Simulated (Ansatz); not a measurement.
# GaH3O (singlet): from Hartree-Fock to the top rungs, cc-pVDZ

An exercise on one series of results from a longer session: the logs are not shown, and one member is left open.

Method: cc-pVDZ, core rule «outside noble gas», up to 15 orbitals frozen; program: Ansatz 0.2.0, Gaussian basis.

Plan: UHF; CCSD(T) on RHF; BCCD(T) on RHF; CISD; CCSDT(Q) on RHF; CCSDTQ on RHF.

9 further runs of the same task are left out: 6 for a known fault of the program, 3 set aside as unsound or not needed.

### The system

The geometry is a PBE0/def2-TZVP stationary point (not a proven minimum). No spin-orbit coupling is included. The filled d shell of Ga may be among the frozen orbitals whatever the setting's name suggests; the logs give the count.

5 atoms, charge 0, spin multiplicity 1.

Atoms are counted from 1 here; the program's logs count them from 0.

Bond lengths: O1–Ga2 1.788 Å, O1–H3 0.959 Å, Ga2–H4 1.565 Å, Ga2–H5 1.556 Å. Angles: Ga2–O1–H3 114.1°, O1–Ga2–H4 117.5°, O1–Ga2–H5 113.8°, H4–Ga2–H5 128.7°.

Coordinates:

```mol
GaH3O
  3D, bonds by distance, orders not assigned

  5  4  0  0  0  0  0  0  0  0999 V2000
    0.0000   -0.1121    1.4522 O   0  0
    0.0000    0.0138   -0.3317 Ga  0  0
    0.0000    0.7341    1.9039 H   0  0
    0.0000    1.4497   -0.9549 H   0  0
    0.0000   -1.3620   -1.0582 H   0  0
  1  2  8  0
  1  3  8  0
  2  4  8  0
  2  5  8  0
M  END
```

Set-up of the first run:

File in.yaml:

```yaml
crystal:
  periodic: [false, false, false]
  atoms:
    - {symbol: O, position_ang: [0.000000, -0.112056, 1.452192]}
    - {symbol: Ga, position_ang: [0.000000, 0.013833, -0.331657]}
    - {symbol: H, position_ang: [0.000000, 0.734063, 1.903886]}
    - {symbol: H, position_ang: [0.000000, 1.449687, -0.954928]}
    - {symbol: H, position_ang: [0.000000, -1.361954, -1.058153]}
basis:
  gaussian: {orbitals: cc-pVDZ}
magnetization: {spin_polarized: true, initial_magnetization: 0}
hamiltonian: {xc: hf}
output: {orbitals: {seedname: orbitals}}
```

Launch:

```console
$ ansatz run in.yaml --threads 1 --pin off --events-out ev --progress --plain --max-ram 4096MiB --backend cpu
```

Steps of the session up to this table: UHF; CCSD(T) on RHF; BCCD(T) on RHF; CISD; CCSDT(Q) on RHF; CCSDTQ on RHF.

One table of the session follows, with a row left open; its other results are not shown here.

| method | from RCCSDTQ (kcal/mol) |
| --- | --- |
| RHF | +182.43 |
| RMP2 | +16.70 |
| RCCSD | ? |
| RCCSD(T) | +0.76 |
| BCCD(T) | +0.71 |
| RCCSDT | +0.43 |
| RCCSDT(Q) | -0.06 |
| RCCSDTQ | 0 |

**Question.** Estimate the row for RCCSD.

As computed: from RCCSDTQ (kcal/mol): +4.37. In the column «from RCCSDTQ (kcal/mol)» it lies between RCCSD(T) (+0.76) and RMP2 (+16.70).

Not comparable, so not listed: CISD (they don't share determinant, frozen orbitals or solution with the rows shown, or repeat one).
